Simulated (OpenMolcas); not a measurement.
**Cu³⁺ among point charges: CASSCF and CASPT2 levels and susceptibility**

How does a field of 4 point charges split the states of Cu³⁺, and what χT follows?

Method: state-averaged CASSCF and CASPT2, spin-orbit coupling by RASSI with atomic mean-field integrals. Code: OpenMolcas 26.06.

## Step 1: Starting point

```
Species                           : Cu³⁺ (copper, Z = 29, 26 electrons)
Basis                             : ANO-RCC-VDZP [5s4p2d1f], 34 functions
Scalar Hamiltonian                : DKH2, point nucleus
Inactive shells                   : 1s 2s 2p 3s 3p
Active space                      : 8 electrons in 5 orbitals (3d)
Some configurations of this space : 3d⁸
Orbitals                          : optimised for each spin and parity, averaged over all roots
```

The outer shells:

3d8
```
3d [↑↓][↑↓][↑↓][↑ ][↑ ]
```

The ion sits among 4 point charges of -0.98 e arranged as a tetrahedron (Td), 1.92 Å from the ion.

Each step is its own input file, run in one work folder so that later steps find the files of earlier ones. Labels, J, g values, rates, χT and fits are worked out afterwards by a script from the matrices that RASSI stores.

## Step 2: GATEWAY and SEWARD: basis and integrals

File a.inp:

```
&GATEWAY
Coord
1

Cu 0.0 0.0 0.0
Basis=ANO-RCC-VDZP
Group=NoSym
NoMove
AngMom=0.0 0.0 0.0
AMFI
XField
4 Angstrom 0
1.108513 1.108513 1.108513 -0.980000
1.108513 -1.108513 -1.108513 -0.980000
-1.108513 1.108513 -1.108513 -0.980000
-1.108513 -1.108513 1.108513 -0.980000
&SEWARD
```

Run with:

```
> OMP_NUM_THREADS=1 MOLCAS_MEM=1689 MOLCAS_PROJECT=a pymolcas a.inp > a.log
```

## Step 3: CASSCF: triplets, 10 roots

File a.inp:

```
&RASSCF
FileOrb=start.orb
Symmetry=1
Spin=3
nActEl=8 0 0
Inactive=9
Ras2=5
CIRoot=10 10 1
SDav=10
CIMx=300
Iter=120 100
PrWF=0.3
OrbListing=Nothing
MaxOrb=0
>>> COPY $Project.JobIph JOB001
```

start.orb holds the contracted functions of the basis, ordered by shell, or the orbitals of the step before.

## Step 4: Reference wave functions, singlets, 15 roots

File a.inp:

```
&RASSCF
FileOrb=start.orb
Symmetry=1
Spin=1
nActEl=8 0 0
Inactive=9
Ras2=5
CIRoot=15 15 1
SDav=15
CIMx=300
Iter=120 100
PrWF=0.3
OrbListing=Nothing
MaxOrb=0
>>> COPY $Project.JobIph JOB002
```

## Step 5: RASSI: spin-orbit coupling between the states

File a.inp:

```
&RASSI
NrOfJobIphs=2 10 15
1 2 3 4 5 6 7 8 9 10
1 2 3 4 5 6 7 8 9 10 11 12 13 14 15
IphNames
JOB001
JOB002
EJob
SpinOrbit
DIPRint=1.0
SOCoupling=1000.0
Subsets=2
Property=9
'ANGMOM' 1 'ANGMOM' 2 'ANGMOM' 3 'MLTPL  1' 1 'MLTPL  1' 2 'MLTPL  1' 3
'AMFI' 1 'AMFI' 2 'AMFI' 3
SOProperty=3
'ANGMOM' 1 'ANGMOM' 2 'ANGMOM' 3
```

## Step 6: CASPT2: IPEA 0.25, imaginary shift 0.1 (closed shells correlated: 3s 3p)

File a.inp:

```
>>> COPY JOB001 $Project.JobIph
&CASPT2
Multistate=10 1 2 3 4 5 6 7 8 9 10
NoMult
Frozen=5
IPEA=0.25
Imaginary=0.1
MaxIter=60
WThr=0.0 0.3 0.05
PrWF=0.5
NoMix
>>> COPY JOB002 $Project.JobIph
&CASPT2
Multistate=15 1 2 3 4 5 6 7 8 9 10 11 12 13 14 15
NoMult
Frozen=5
IPEA=0.25
Imaginary=0.1
MaxIter=60
WThr=0.0 0.3 0.05
PrWF=0.5
NoMix
```

(Steps that only read results are left out.)

What does the calculation give? Wanted: spin-free ground state; first state of the same spin within the active space; lowest level; next level.

The runs gave:

| quantity | value |
| --- | --- |
| method | SS-CASPT2, IPEA 0.25, imaginary shift 0.1 (closed shells correlated: 3s 3p) |
| spin-free ground state | 3T1, 3-fold in its orbital part |
| first state of the same spin within the active space | 3T2 at 360 cm⁻¹ |
| lowest level | 1-fold A1 |
| next level | 121.0 cm⁻¹ |
| χT at 300 K | 3.64 cm³ K/mol |
| effective moment at 300 K | 5.40 μB |

Cost by method:

| method | time of its own steps | time with the reference |
| --- | --- | --- |
| A. CASSCF | 5.7 s | 5.7 s |
| B. SS-CASPT2, IPEA 0.25, imaginary shift 0.1, +3s 3p | 2.5 s | 8.2 s |

Times are of one thread on a shared host.

**Reading.** The spin-free ground state (3T1) comes to 100 % from free-ion F terms and keeps the highest spin of the shell. χT at 300 K is 3.64, against 1.00 cm³ K/mol for the spin alone, so orbital moment adds to it. A ligand-field fit to the states below 45000 cm-1 gives 10Dq = -1224 cm-1, B = 1367 cm-1 and C = 4759 cm-1 (C/B = 3.48), with a deviation of 804 cm-1. CASPT2 does not keep the components of a term degenerate, and the means are used. The field of point charges can differ much from that of real complexes. This is an electrostatic model: the charges have no orbitals.
